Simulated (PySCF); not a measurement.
# [TlH2]+: forces at shaken geometries

Aim: move all atoms of relaxed [TlH2]+ at random and read energies and forces. It is a constructed species; whether it can be made isn't addressed.

The runs use PySCF 2.14.0; PBE, Tl def2-SVP with ECP60, H def2-SVP; scalar-relativistic core potentials, no spin–orbit coupling.

3 further runs of the same task are left out: 2 for a known fault of the program, 1 that didn't finish.

### Step 1. The starting structure

3 atoms, charge 1, spin multiplicity 1.

Bond lengths: Tl1–H2 1.687 Å, Tl1–H3 1.687 Å. Angles: H2–Tl1–H3 180.0°.

As a file:

```xyz
3
charge 1, multiplicity 1
Tl    0.0000    0.0000    0.0000
H     0.0000    0.0000    1.6870
H     0.0000    0.0000   -1.6870
```

Formal oxidation states: Tl +3. An earlier session relaxed this geometry at PBE, Tl def2-SVP with ECP60, H def2-SVP (singlet, point group D∞h).

Its energy there is -173.422165 Eh.

### Step 2. Atoms moved at random, σ = 0.06 Å

Contents of run.py (the lines that set the calculation):

```python
mol = gto.M(atom='''
Tl    -0.04625    -0.02356     0.01841
H      0.07504    -0.02912     1.62262
H     -0.02880     0.05267    -1.64104''',
    basis={'Tl': 'def2-SVP', 'H': 'def2-SVP'},
    ecp={'Tl': 'def2-SVP'},
    charge=1, spin=0)
mf = dft.RKS(mol, xc='PBE')
mf.grids.atom_grid = (50, 194)
mf = mf.density_fit()  # fitting sets: Tl def2-universal-JKFIT, H def2-universal-JKFIT
mf.conv_tol = 1e-08; mf.max_cycle = 55
mf.kernel(dm0)  # dm0: the density of the relaxed state
```

Run with:

```sh
$ OMP_NUM_THREADS=2 python run.py
```

The log of the run:

```text
init E= -173.455819478155
  HOMO = -0.531726571413653  LUMO = -0.304913689255357  gap/eV = 6.17189
cycle= 1 E= -173.419500133233  delta_E= 0.0363  |g|= 0.0227  |ddm|= 0.102
  HOMO = -0.544678098722557  LUMO = -0.318485477181837  gap/eV = 6.15501
cycle= 2 E= -173.419433196966  delta_E= 6.69e-05  |g|= 0.0258  |ddm|= 0.0843
  HOMO = -0.544124003429317  LUMO = -0.316915091346387  gap/eV = 6.18267
cycle= 3 E= -173.419707587855  delta_E= -0.000274  |g|= 0.00273  |ddm|= 0.0419
  HOMO = -0.54376902272841  LUMO = -0.316615740120265  gap/eV = 6.18116
cycle= 4 E= -173.419710733798  delta_E= -3.15e-06  |g|= 0.000807  |ddm|= 0.00569
  HOMO = -0.543684516958403  LUMO = -0.31658902315632  gap/eV = 6.17958
cycle= 5 E= -173.419711005167  delta_E= -2.71e-07  |g|= 4.7e-05  |ddm|= 0.00114
  HOMO = -0.543692198429956  LUMO = -0.316584088627452  gap/eV = 6.17993
cycle= 6 E= -173.41971100612  delta_E= -9.53e-10  |g|= 9.28e-06  |ddm|= 0.000112
  HOMO = -0.543691158150684  LUMO = -0.316584474173155  gap/eV = 6.17989
Extra cycle  E= -173.419711006135  delta_E= -1.49e-11  |g|= 7.38e-06  |ddm|= 3.13e-05
converged SCF energy = -173.419711006135
```

It took 0.4 s on 2 threads of Arm Neoverse V2, shared host.

Read off: E = -173.419711 Eh (+0.067 eV from the relaxed state), HOMO -14.79 eV, LUMO -8.61 eV, Mulliken charge on Tl1 +0.81 e, largest force component 1.299 eV/Å. 

| atom | Fx | Fy | Fz (eV/Å) |
| --- | --- | --- | --- |
| Tl1 | 0.240 | 0.157 | -0.944 |
| H2 | -0.077 | -0.089 | 1.299 |
| H3 | -0.163 | -0.068 | -0.355 |

### Step 3. Atoms moved at random, σ = 0.06 Å

run.py (the lines that set the calculation), as its differences from that of step 2:

```diff
@@ -1,5 +1,5 @@
 mol = gto.M(atom='''
-Tl    -0.04625    -0.02356     0.01841
-H      0.07504    -0.02912     1.62262
-H     -0.02880     0.05267    -1.64104''',
+Tl     0.04546     0.05664    -0.00970
+H      0.01558    -0.09264     1.74802
+H     -0.06104     0.03599    -1.73832''',
     basis={'Tl': 'def2-SVP', 'H': 'def2-SVP'},
```

Run with:

```sh
$ OMP_NUM_THREADS=2 python run.py
```

The log of the run:

```text
init E= -173.374256655291
  HOMO = -0.549348321996058  LUMO = -0.334809542675952  gap/eV = 5.83790
cycle= 1 E= -173.419410193137  delta_E= -0.0452  |g|= 0.0244  |ddm|= 0.106
  HOMO = -0.5302772232735  LUMO = -0.316155184682776  gap/eV = 5.82656
cycle= 2 E= -173.419342370898  delta_E= 6.78e-05  |g|= 0.0277  |ddm|= 0.097
  HOMO = -0.531410945178174  LUMO = -0.318115735833949  gap/eV = 5.80406
cycle= 3 E= -173.419636822453  delta_E= -0.000294  |g|= 0.00476  |ddm|= 0.0476
  HOMO = -0.531813475406955  LUMO = -0.318513503193289  gap/eV = 5.80419
cycle= 4 E= -173.419648227167  delta_E= -1.14e-05  |g|= 0.0014  |ddm|= 0.01
  HOMO = -0.532044987438616  LUMO = -0.318608132224426  gap/eV = 5.80791
cycle= 5 E= -173.419649290255  delta_E= -1.06e-06  |g|= 9.23e-05  |ddm|= 0.00221
  HOMO = -0.532027451778185  LUMO = -0.318613126928584  gap/eV = 5.80730
cycle= 6 E= -173.419649294489  delta_E= -4.23e-09  |g|= 5.04e-06  |ddm|= 0.000225
  HOMO = -0.532029374594731  LUMO = -0.318613344961396  gap/eV = 5.80735
Extra cycle  E= -173.41964929449  delta_E= -1.17e-12  |g|= 4.79e-06  |ddm|= 1.9e-05
converged SCF energy = -173.41964929449
```

Run time: 0.4 s. Hardware: 2 threads of Arm Neoverse V2, shared host.

Result: E = -173.419649 Eh (+0.068 eV from the relaxed state), HOMO -14.48 eV, LUMO -8.67 eV, Mulliken charge on Tl1 +0.77 e, largest force component 0.834 eV/Å. 

| atom | Fx | Fy | Fz (eV/Å) |
| --- | --- | --- | --- |
| Tl1 | -0.284 | -0.372 | 0.357 |
| H2 | 0.133 | 0.217 | -0.834 |
| H3 | 0.151 | 0.155 | 0.477 |

### Step 4. Atoms moved at random, σ = 0.1 Å

run.py (the lines that set the calculation), as its differences from that of step 3:

```diff
@@ -1,5 +1,5 @@
 mol = gto.M(atom='''
-Tl     0.04546     0.05664    -0.00970
-H      0.01558    -0.09264     1.74802
-H     -0.06104     0.03599    -1.73832''',
+Tl     0.05462    -0.13088     0.09160
+H      0.05462     0.03219     1.63052
+H     -0.10924     0.09869    -1.72212''',
     basis={'Tl': 'def2-SVP', 'H': 'def2-SVP'},
```

Run with:

```sh
$ OMP_NUM_THREADS=2 python run.py
```

The log of the run:

```text
init E= -173.406621563948
  HOMO = -0.542511896248087  LUMO = -0.332156448361768  gap/eV = 5.72406
cycle= 1 E= -173.403455178514  delta_E= 0.00317  |g|= 0.0917  |ddm|= 0.227
  HOMO = -0.523732697636837  LUMO = -0.326948756769593  gap/eV = 5.35476
cycle= 2 E= -173.397710537988  delta_E= 0.00574  |g|= 0.134  |ddm|= 0.353
  HOMO = -0.531115492586988  LUMO = -0.325897556892344  gap/eV = 5.58426
cycle= 3 E= -173.407727966302  delta_E= -0.01  |g|= 0.00769  |ddm|= 0.231
  HOMO = -0.53143986026737  LUMO = -0.326891731623586  gap/eV = 5.56604
cycle= 4 E= -173.407751551629  delta_E= -2.36e-05  |g|= 0.00252  |ddm|= 0.0178
  HOMO = -0.531493719208199  LUMO = -0.326712102600397  gap/eV = 5.57239
cycle= 5 E= -173.407753381404  delta_E= -1.83e-06  |g|= 0.000255  |ddm|= 0.00447
  HOMO = -0.531486423135726  LUMO = -0.326720641068633  gap/eV = 5.57196
cycle= 6 E= -173.407753410841  delta_E= -2.94e-08  |g|= 2.57e-05  |ddm|= 0.000526
  HOMO = -0.531484263891055  LUMO = -0.326720776836039  gap/eV = 5.57190
cycle= 7 E= -173.407753411068  delta_E= -2.26e-10  |g|= 7.98e-06  |ddm|= 5.75e-05
  HOMO = -0.531485284921468  LUMO = -0.326720068289419  gap/eV = 5.57195
Extra cycle  E= -173.407753411079  delta_E= -1.16e-11  |g|= 6.24e-06  |ddm|= 2.71e-05
converged SCF energy = -173.407753411079
```

Run time: 0.4 s. Hardware: 2 threads of Arm Neoverse V2, shared host.

Result: E = -173.407753 Eh (+0.392 eV from the relaxed state), HOMO -14.46 eV, LUMO -8.89 eV, Mulliken charge on Tl1 +0.81 e, largest force component 4.265 eV/Å. 

| atom | Fx | Fy | Fz (eV/Å) |
| --- | --- | --- | --- |
| Tl1 | -0.436 | 0.678 | -4.265 |
| H2 | 0.166 | -0.131 | 2.814 |
| H3 | 0.270 | -0.547 | 1.452 |

### Step 5. The displacements side by side

| σ (Å) | energy rise (eV) | harmonic estimate −½ F·u (eV) | largest force component (eV/Å) |
| --- | --- | --- | --- |
| 0.06 | 0.067 | 0.067 | 1.30 |
| 0.06 | 0.068 | 0.067 | 0.83 |
| 0.1 | 0.392 | 0.396 | 4.27 |

Every displacement raises the energy. For a harmonic well the rise equals −½ F·u; the two differ by at most 2 % here (a move with σ = 0.06 Å), from anharmonicity, the grid and the small forces left at the relaxed point. These are double-zeta-type bases without diffuse functions. Spin–orbit coupling is left out.
